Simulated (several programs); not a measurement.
**What each method gives for Li2ClF (ordering on rocksalt)**

Li2ClF as one 4-atom ordering (R-3m) on the rocksalt lattice, relaxed with r2SCAN in Ansatz, was computed with several methods. The symmetry is R-3m (No. 166, trigonal); a = 3.288 Å, c = 15.791 Å in the conventional setting, 12.32 Å³ an atom. F has 6 Li at 2.20 Å; Cl has 6 Li at 2.44 Å; Li has 3 F at 2.20 Å and 3 Cl at 2.44 Å. Spin-unpolarised throughout. Whether this structure exists isn't addressed.

```yaml
crystal:
  lattice:
    - [1.64380, 0.94905, 5.26376]
    - [-1.64380, 0.94905, 5.26376]
    - [0.00000, -1.89810, 5.26376]
  atoms:
    - { symbol: F, position: [0.00000, 0.00000, 0.00000] }
    - { symbol: Cl, position: [0.50000, 0.50000, 0.50000] }
    - { symbol: Li, position: [0.26336, 0.26336, 0.26336] }
    - { symbol: Li, position: [0.73664, 0.73664, 0.73664] }
```

Gaps and times are for a single point on this cell; volume and bulk modulus come from each method's own relaxation or energy curve at fixed shape, which is too stiff where a cell has free coordinates or axes. Times are rough, from shared hosts (Arm Neoverse V1; Intel Xeon Processor @ 2.50GHz), and each method has its own mesh and cell size. A double dagger marks a value from a curve with shape and coordinates held. PM6 (MOPAC), PM7 (MOPAC), GFN1-xTB (tblite), GFN2-xTB (tblite) treat a cluster of cells at its zone centre, which samples few k points: where these miss a band edge, the gap comes out too large for that reason alone. Gaps from k meshes are read at a limited set of points (mesh, symmetry points, PBE's band edges), so each method's own least gap may be somewhat smaller. Force fields have no electrons; where one was fitted to this phase, its volume and modulus reflect the fit. xTB and the PM methods were fitted mostly to molecules, and can miss a solid's gap by electronvolts. Minimal bases can be far off for gaps. Times of the plane-wave rungs are withheld (a dash), since they come from other jobs, hosts and meshes; the meshes of hybrids and Hartree-Fock don't converge their gaps to the digits shown. GLLB-SC's gap includes the derivative discontinuity. G0W0 is at finite bands, cutoff and mesh. d marks a direct gap, i an indirect one (no mark: not told apart), a dash a value that wasn't computed or didn't pass its checks.

| method | kind | gap (eV) | own volume (Å³/atom) | bulk modulus (GPa) | atoms computed | processor time |
| --- | --- | --- | --- | --- | --- | --- |
| ffield.eim (LAMMPS) | force field | – | – | – | 4 | 0.25 s |
| light PBE (260 eV, its own mesh) | light plane-wave | 4.84 d | – | – | 4 | 1.8 s |
| PBE | semilocal | 4.86 d | 12.74 | 43‡ | 4 | – |
| PM7 (MOPAC) | semi-empirical | 5.12 | – | – | cluster | 22 s |
| GFN1-xTB (tblite) | tight binding | 2.35 | 12.23‡ | 45‡ | cluster | 24 s |
| r2SCAN | semilocal | 5.57 d | 12.32 | 48‡ | 4 | – |
| PM6 (MOPAC) | semi-empirical | 8.85 | – | – | cluster | 27 s |
| GFN2-xTB (tblite) | tight binding | 3.14 | – | – | cluster | 39 s |
| PBE/single zeta (GPAW) | small basis | 4.77 d | – | – | 4 | 39 s |
| G0W0@r2SCAN (140 eV screening cutoff) | many-body | 8.12 | – | – | 4 | – |
| GLLB-SC (GPAW) | model potential | 8.77 | – | – | 4 | 2.6 min |
| PBE/SZV (CP2K) | small basis | 4.86 d | – | – | 4 | 3.1 min |
| G0W0@HSE06 (140 eV screening cutoff) | many-body | 8.37 | – | – | 4 | – |
| HSE06 | hybrid | 6.31 d | – | – | 4 | – |
| G0W0@PBE (210 eV screening cutoff) | many-body | 7.85 | – | – | 4 | – |
| PBE0 | hybrid | 7.04 d | – | – | 4 | – |
| PBE/DZVP (CP2K) | small basis | 4.83 d | 12.78‡ | 44‡ | 4 | 8 min |

Against HSE06 (6.31 eV) the nearest gap at the points sampled is that of PBE0 (+0.73 eV) and the farthest that of GFN1-xTB (tblite) (-3.96 eV). HSE06 is only a yardstick of convenience: for gaps this wide it usually falls short of measured ones, so a larger value can be the better one.

Volumes against r2SCAN's: PBE +3.4 %.
